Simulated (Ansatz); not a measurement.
# GeH₈O₂Si₂: a ladder of functionals and wavefunction methods

How much do the methods differ for GeH₈O₂Si₂? The plan is to run it at one geometry with functionals of several rungs and with coupled cluster, and see how far each lands from CCSD(T) at the basis-set limit for the atomisation energy.

Method: functionals in def2-TZVPP, the program's frozen cores in correlated methods; program: Ansatz 0.2.0, Gaussian basis.

Plan: PBE-D4, r2SCAN-D4, PBE0-D4, B3LYP-D4, ωB97X-V, ωB97M-V, B2PLYP; CCSD(T)/def2-TZVPP; MP2/def2-QZVPP; extrapolation to the limit.

## 1. Structure used throughout

An earlier PBE0-D4 in a triple-zeta def2 set relaxation fixed the geometry.

SMILES `[SiH3][O][GeH2][O][SiH3]`, 13 atoms, charge 0, spin multiplicity 1.

Atoms are counted from 1 here; the program's logs count them from 0.

Bond lengths: Si1–O2 1.639 Å, Si1–H6 1.487 Å, Si1–H7 1.489 Å, Si1–H8 1.484 Å, O2–Ge3 1.764 Å, Ge3–O4 1.764 Å, Ge3–H9 1.531 Å, Ge3–H10 1.532 Å, O4–Si5 1.639 Å, Si5–H11 1.485 Å, Si5–H12 1.490 Å, Si5–H13 1.485 Å. Angles: O2–Si1–H6 110.7°, O2–Si1–H7 110.9°, O2–Si1–H8 107.9°, H6–Si1–H7 108.5°, H6–Si1–H8 109.4°, H7–Si1–H8 109.5°, Si1–O2–Ge3 134.7°, O2–Ge3–O4 107.9°, O2–Ge3–H9 109.9°, O2–Ge3–H10 106.2°, O4–Ge3–H9 106.1°, O4–Ge3–H10 110.2°, H9–Ge3–H10 116.4°, Ge3–O4–Si5 135.2°, O4–Si5–H11 108.9°, O4–Si5–H12 110.6°, O4–Si5–H13 110.0°, H11–Si5–H12 109.1° and more.

## 2. PBE-D4 (GGA)

Input file in.yaml:

```yaml
crystal:
  periodic: [false, false, false]
  atoms:
    - {symbol: Si, position_ang: [-1.671706, 0.415182, 1.490620]}
    - {symbol: O, position_ang: [-1.529542, 0.447468, -0.141612]}
    - {symbol: Ge, position_ang: [-0.268280, 0.950103, -1.267094]}
    - {symbol: O, position_ang: [1.267232, 0.310929, -0.679357]}
    - {symbol: Si, position_ang: [1.885677, -1.187044, -0.434298]}
    - {symbol: H, position_ang: [-0.857755, -0.687640, 2.067888]}
    - {symbol: H, position_ang: [-1.215985, 1.700843, 2.088148]}
    - {symbol: H, position_ang: [-3.101692, 0.196217, 1.819387]}
    - {symbol: H, position_ang: [-0.129091, 2.474459, -1.245136]}
    - {symbol: H, position_ang: [-0.623135, 0.317435, -2.615945]}
    - {symbol: H, position_ang: [3.261178, -1.235682, -0.991900]}
    - {symbol: H, position_ang: [1.047912, -2.216933, -1.110739]}
    - {symbol: H, position_ang: [1.935178, -1.485336, 1.020037]}
basis:
  gaussian: {orbitals: def2-TZVPP}
hamiltonian: {xc: pbe, dispersion: d4}
output: {forces: true, orbitals: {seedname: orbitals}}
```

On the command line:

```
> ansatz run in.yaml --threads 2 --pin off --events-out ev --progress --plain --max-ram 22528MiB --backend cuda --devices 0, --max-vram 18GiB
```

After this run come: r2SCAN-D4 (meta-GGA); PBE0-D4 (hybrid); B3LYP-D4 (hybrid); ωB97X-V (range-separated); ωB97M-V (range-separated); B2PLYP (double hybrid); CCSD(T) in def2-TZVPP; MP2 in def2-QZVPP.

**Question.** What will the summary of the whole plan be? Wanted: atomisation energy, CCSD(T)/CBS; farthest; mean size of error, hybrid; mean size of error, range-separated; gap, smallest and largest; T1 diagnostic; triples share of the correlation energy.

As calculated:

```
                                quantity                                 value
         atomisation energy, CCSD(T)/CBS                       1021.5 kcal/mol
functionals within 10.2 kcal/mol (1.0 %)           r2SCAN-D4, ωB97X-V, ωB97M-V
                                farthest              PBE0-D4 (-28.5 kcal/mol)
              mean size of error, hybrid                         20.3 kcal/mol
     mean size of error, range-separated                          4.6 kcal/mol
               gap, smallest and largest  6.10 eV (PBE-D4), 12.87 eV (ωB97X-V)
                           T1 diagnostic                                0.0120
 triples share of the correlation energy                                 3.3 %
```

**Reading.** PBE-D4 misses by -19.3 kcal/mol. Double hybrids carry the basis error of their MP2 part in triple zeta, and no dispersion term here, so their miss is partly the set-up's. The reference freezes the cores and leaves out relativity and excitations past (T), and its outer-core shells are covered unevenly, so misses under about 10.2 kcal/mol can't be ranked. Hartree-Fock recovers 74 % of the binding; the rest is correlation. The gap grows from 6.1 to 12.9 eV across the functionals, mostly with the share of exact exchange. Correlated methods include outer-core shells of Ge, which these sets cover unevenly.
